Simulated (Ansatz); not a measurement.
# CaZn3, space group Pm-3m: an equation of state with a fit

Program: Ansatz 0.2.0, Python API.

Run as a notebook:

**Cell 1**
```python
import ansatz as az
import numpy as np
from scipy.optimize import curve_fit
```

**Cell 2**
```python
FUNCTIONAL = 'mr2scan'
ECUT = 500
SMEARING_WIDTH = 0.15
BETA = 0.1
MESH = (5, 5, 5)

VECTORS = np.array([
    [4.334836, 0.0, 0.0],
    [0.0, 4.334836, 0.0],
    [0.0, 0.0, 4.334836],
])
SITES = [
    ('Ca', [0.0, 0.0, 0.0]),
    ('Zn', [0.5, 0.5, 0.0]),
    ('Zn', [0.5, 0.0, 0.5]),
    ('Zn', [0.0, 0.5, 0.5]),
]
```

**Cell 3**
```python
def build(cell):
    crystal = az.Crystal(lattice=az.Lattice.of(cell))
    for symbol, position in SITES:
        crystal = crystal.atom(symbol, position)
    return crystal
```

**Cell 4**
```python
def vinet(v, e0, v0, b0, b1):
    eta = (v / v0) ** (1 / 3)
    return e0 + 2 * b0 * v0 / (b1 - 1) ** 2 * (2 - (5 + 3 * b1 * (eta - 1) - 3 * eta) * np.exp(-1.5 * (b1 - 1) * (eta - 1)))
```

**Cell 5**
```python
# uniform scaling of the cell
volumes, energies, pressures = [], [], []
for scale in np.linspace(0.92, 1.08, 7):
    cell = VECTORS * scale ** (1 / 3)
    calculation = (
        build(cell).calculation()
        .functional(FUNCTIONAL)
        .basis(ECUT)
        .occupations(az.OccupationsMethod.GAUSSIAN, width=SMEARING_WIDTH)
        .mixing('anderson', beta=BETA)
        .kpoints(*MESH)
        .stress()
    )
    rep = calculation.run(threads=1, pin='off').report
    volumes.append(abs(np.linalg.det(cell)) / len(SITES))
    energies.append(rep['free_energy_ev'] / len(SITES))
    pressures.append(np.trace(rep['stress_gpa']) / 3)
    print(f'V = {volumes[-1]:8.4f} A^3/atom  F = {energies[-1]:.5f} eV/atom  P = {pressures[-1]:8.3f} GPa')
```
Output:
```text
V =  18.7347 A^3/atom  F = -2949.71978 eV/atom  P =    2.293 GPa
V =  19.2777 A^3/atom  F = -2949.72479 eV/atom  P =    0.709 GPa
V =  19.8207 A^3/atom  F = -2949.72484 eV/atom  P =   -0.650 GPa
V =  20.3638 A^3/atom  F = -2949.72061 eV/atom  P =   -1.817 GPa
V =  20.9068 A^3/atom  F = -2949.71271 eV/atom  P =   -2.817 GPa
V =  21.4498 A^3/atom  F = -2949.70167 eV/atom  P =   -3.673 GPa
V =  21.9929 A^3/atom  F = -2949.68796 eV/atom  P =   -4.403 GPa
```

**Cell 6**
```python
guess = (min(energies), volumes[int(np.argmin(energies))], 0.5, 4.5)
(e0, v0, b0, b1), _ = curve_fit(vinet, np.array(volumes), np.array(energies), p0=guess, maxfev=20000)
print(f'Vinet fit: V0 = {v0:.4f} A^3/atom, B0 = {160.21766 * b0:.1f} GPa, B1 = {b1:.2f}')
print('largest residual', round(1000 * float(np.abs(vinet(np.array(volumes), e0, v0, b0, b1) - energies).max()), 3), 'meV/atom')
```
Output:
```text
Vinet fit: V0 = 19.5508 A^3/atom, B0 = 48.9 GPa, B1 = 4.47
largest residual 0.003 meV/atom
```

A third-order Birch-Murnaghan fit through the 7 points (the script's own form differs a little) has its minimum at 19.55 Å³ an atom, 4.0 % below the typed cell, with a bulk modulus of 49 GPa and dB/dP = 4.6. From that minimum the energy rises by 5.6 meV an atom on the compressed side and 37.4 meV on the expanded side.

Caveats:
- The settings weren't tested for convergence.
- For a metal this k-point mesh is coarse: on a finer one energies can move by several to tens of meV an atom and pressures by half a GPa or more, differences at one mesh by less.
- Pressure is positive in compression.
- This cell is a computed structure, which may not be the phase found in nature.
- Run time: 41 s on 1 thread of Arm Neoverse V2, on a shared host, peak memory 0.65 GiB.
